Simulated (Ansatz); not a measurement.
# Hf2SnTe2: the cost of one run

Program: Ansatz 0.2.0. Level of theory: DFT PBE, scalar-relativistic, plane waves, PAW. These are calculated values, not measurements.

### 1 The starting structure

It takes space group R3m (No. 160, trigonal). Conventional cell: a = 7.448 Å, b = 7.448 Å, c = 13.739 Å, α = 90.00°, β = 90.00°, γ = 120.00°. Around Hf (site symmetry 3m) lie 2 Te at 3.03 to 3.20 Å. Around Hf (site symmetry 3m) lie 1 Te at 1.03 Å. Sn (site symmetry 3m) has 1 Hf at 2.89 Å as nearest neighbours. Te (site symmetry 3m) is surrounded by 1 Hf at 1.03 Å. Around Te (site symmetry 3m) lie 1 Hf at 3.03 Å.

Coordinates:

```cif
data_structure
_symmetry_space_group_name_H-M 'R3m:H'
_symmetry_Int_Tables_number 160
_cell_length_a 7.4479
_cell_length_b 7.4479
_cell_length_c 13.7387
_cell_angle_alpha 90.000
_cell_angle_beta 90.000
_cell_angle_gamma 120.000
_cell_volume 660.00
loop_
_atom_site_label
_atom_site_type_symbol
_atom_site_symmetry_multiplicity
_atom_site_Wyckoff_symbol
_atom_site_fract_x
_atom_site_fract_y
_atom_site_fract_z
_atom_site_occupancy
Hf1 Hf 3 a 0.33333 0.66667 0.68425 1
Hf2 Hf 3 a 0.33333 0.66667 0.99207 1
Sn1 Sn 3 a 0.33333 0.66667 0.20257 1
Te1 Te 3 a 0.33333 0.66667 0.91692 1
Te2 Te 3 a 0.33333 0.66667 0.46338 1
```

Recipe of the guess: random cell by space group and Wyckoff sites (R3m, No. 160). Its size is a rough estimate.

### 2 Probe: one point on a coarse mesh

input.yaml reads:

```yaml
crystal:
  lattice:
    - [3.72394622, 2.15002136, 4.57955953]
    - [-3.72394622, 2.15002136, 4.57955953]
    - [0.0, -4.30004271, 4.57955953]
  atoms:
    - { symbol: Hf, position: [0.01758299, 0.01758299, 0.01758299] }
    - { symbol: Hf, position: [0.32540658, 0.32540658, 0.32540658] }
    - { symbol: Sn, position: [0.53589906, 0.53589906, 0.53589906] }
    - { symbol: Te, position: [0.25025736, 0.25025736, 0.25025736] }
    - { symbol: Te, position: [0.79671388, 0.79671388, 0.79671388] }
basis:
  ecutwfc: 420
kpoints:
  mp_grid: { grid: [3, 3, 3] }
hamiltonian:
  xc: pbe
scf:
  occupations: { method: gaussian, width: 0.1 }
  lower_state_search: "off"
output:
  forces: true
  stress: true
  eigenvalues: true
```

Run with:

```
$ ansatz run input.yaml --threads 1 --pin off --max-ram 2560MiB --backend cpu --events-out ev --progress --plain --runs-dir out
```

Q: Estimate wall time and peak memory on 1 thread of Intel Xeon Platinum 8175M at 2.50GHz (Skylake/Cascade Lake), shared host.

About 72 s, with a peak of 0.55 GiB.
